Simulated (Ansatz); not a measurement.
# O (diamond type): a single-point run

Wanted: a converged single-point run for O (diamond type), and a check of what comes out. The structure is shown as the input types it.

Program: Ansatz 0.2.0. Level of theory: DFT, PBEsol, PAW with Ansatz's default frozen-core files, scalar-relativistic. These are calculated values, not measurements.

### 1 The structure to begin with

Symmetry: Fd-3m, No. 227, cubic system. Conventional cell: a = 4.220 Å, b = 4.220 Å, c = 4.220 Å, α = 90.00°, β = 90.00°, γ = 90.00°. Around O (site symmetry -43m) lie 4 O at 1.83 Å.

Structure file:

```
CELL_PARAMETERS angstrom
0.00000 2.11013 2.11013
2.11013 0.00000 2.11013
2.11013 2.11013 0.00000
ATOMIC_POSITIONS crystal
O 0.87500 0.87500 0.87500
O 0.12500 0.12500 0.12500
```

### 2 The run

Contents of input.yaml:

```yaml
crystal:
  lattice:
    - [0.0, 2.1101277794, 2.1101277794]
    - [2.1101277794, 0.0, 2.1101277794]
    - [2.1101277794, 2.1101277794, 0.0]
  atoms:
    - { symbol: O, position: [-0.125, -0.125, -0.125] }
    - { symbol: O, position: [0.125, 0.125, 0.125] }
kpoints:
  mp_grid: { grid: [14, 14, 14] }
scf:
  occupations: { method: fermi_dirac, width: 0.08 }
  mixing: { algorithm: broyden, beta: 1.0, ndim: 1, preconditioner: none }
  max_iter: 75
hamiltonian:
  xc: pbesol
  pseudopotentials: { kind: paw }
output:
  forces: true
  stress: true
  eigenvalues: true
  populations: true
```

On the command line:

```bash
ansatz run input.yaml --threads 1 --pin off --max-ram 2048MiB --backend cpu --events-out ev --progress --plain --runs-dir out
```

Q: Will this input give a usable result? If not, why, and what should change?

The program finished normally. Convergence says nothing about whether the input makes sense.

Look at the input: scf.mixing.algorithm is broyden; scf.mixing.beta is 1.0; scf.mixing.ndim is 1; scf.mixing.preconditioner is none. The risk: mixing too aggressive. Here it converged all the same; such a setting changes the road, not the converged state. Several mixing settings were changed at once, so this run can't tell how much each is to blame.

The test: delete scf.mixing.algorithm, scf.mixing.beta, scf.mixing.ndim and scf.mixing.preconditioner (the default then holds).
